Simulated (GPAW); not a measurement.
Set up this calculation in GPAW 26.7.0, as an ASE script.

| Property | Result |
| --- | --- |
| Task | single point |
| Functional | vdW-DF-cx |
| Potentials or basis | GPAW PAW data sets (gpaw-data 1.2.1) |
| Cutoff | 800 eV |
| Basis | pw |
| k mesh | 3 × 3 × 3 |
| Occupations | fermi-dirac, width 0.05 eV |
| Spin | collinear spin, ferromagnetic start |
| Starting moments | [0.0, 0.0, 4.0, 1.0, 0.0, 0.0, 0.0, 0.0, 0.0, 0.0] μB |
| Maxiter | 150 |

Crystal: NaLaMnMoO6.

```xyz
10
Lattice="5.1093 -0.0067 0.0106 -0.2394 5.6893 0.0070 -0.9290 -2.8254 5.1188" Properties=species:S:1:pos:R:3 pbc="T T T"
Na    1.9223    1.9516    0.3919
La   -0.6075    1.8350    3.5165
Mn    1.8742   -0.9083    2.0852
Mo    4.0976    4.6175    1.5746
O     2.6717    1.1441    5.1017
O     2.9598    3.6581    2.8448
O     3.1703    0.4987    1.9182
O     0.4613    3.2483    1.8839
O     0.7994   -0.1395    0.5996
O     0.3708   -0.2245    3.2390
```

The cell was built by a generator and needn't be a form met in nature.

The input as run:

run.py

```python
from ase import Atoms
from ase.dft.bandgap import bandgap
from ase.io import write
from gpaw import GPAW, PW

atoms = Atoms(['Na', 'La', 'Mn', 'Mo', 'O', 'O', 'O', 'O', 'O', 'O'],
              cell=[[5.10934, -0.00669, 0.01056],
                    [-0.23945, 5.68925, 0.00703],
                    [-0.92899, -2.82542, 5.11884]],
              scaled_positions=[[0.40776, 0.38086, 0.07519],
                                [0.0369, 0.66325, 0.68598],
                                [0.44271, 0.04268, 0.40638],
                                [0.90251, 0.96387, 0.30442],
                                [0.73627, 0.69569, 0.99417],
                                [0.72288, 0.91846, 0.55299],
                                [0.70112, 0.27368, 0.37292],
                                [0.19224, 0.75325, 0.3666],
                                [0.17926, 0.03365, 0.11672],
                                [0.20034, 0.27462, 0.63197]],
              pbc=True)
atoms.set_initial_magnetic_moments([0.0, 0.0, 4.0, 1.0, 0.0, 0.0, 0.0, 0.0, 0.0, 0.0])

calc = GPAW(mode=PW(800),
            xc={'name': 'vdW-DF-cx', 'backend': 'libvdwxc'},
            kpts={'size': (3, 3, 3), 'gamma': True},
            occupations={'name': 'fermi-dirac', 'width': 0.05},
            nbands=73,
            convergence={'density': 1e-05, 'energy': 1e-05},
            maxiter=150,
            txt='gpaw.txt')
atoms.calc = calc
energy = atoms.get_potential_energy()
forces = atoms.get_forces()
calc.write('gs.gpw')
write('result.traj', atoms)
print(f'Energy: {energy:.6f} eV')
print('Forces (eV/A):')
print(forces.round(4))
print('Moments:', calc.get_magnetic_moments().round(3))
print('Fermi level:', round(calc.get_fermi_level(), 4), 'eV')
print(f'Gap: {bandgap(calc)[0]:.4f} eV, direct: {bandgap(calc, direct=True)[0]:.4f} eV')
```

Potentials or basis: GPAW PAW data sets (gpaw-data 1.2.1), pw.

Command:

```sh
$ OMP_NUM_THREADS=1 python run.py
```

Results of the run:

| Property | Result |
| --- | --- |
| Largest force | 0.243 eV/Å |
| Band gap on the k mesh | 0.93 eV, indirect (least direct gap 1.10 eV) |
| Net moment | 3.00 μB per cell |
| Site moments | Na +0.00; La +0.01; Mn +2.97; Mo -0.28; O +0.02, +0.00, +0.01, +0.05 μB |

Caveat: the k mesh is coarse (spacing up to 0.42 Å⁻¹), so the values aren't converged; one-centre terms of the f shell are cut off; the PAW data sets were made with another functional, which shifts forces and pressure a little; spin-orbit coupling is left out, which moves the levels of the heavy elements; an odd mesh through Γ misses points on the zone boundary, where band edges often lie; a cell with one magnetic atom can't hold antiferromagnetic order, which such compounds often take.

Run time: 17 min on 1 thread of Arm Neoverse N1, with other jobs on the host, peak memory 0.79 GiB.
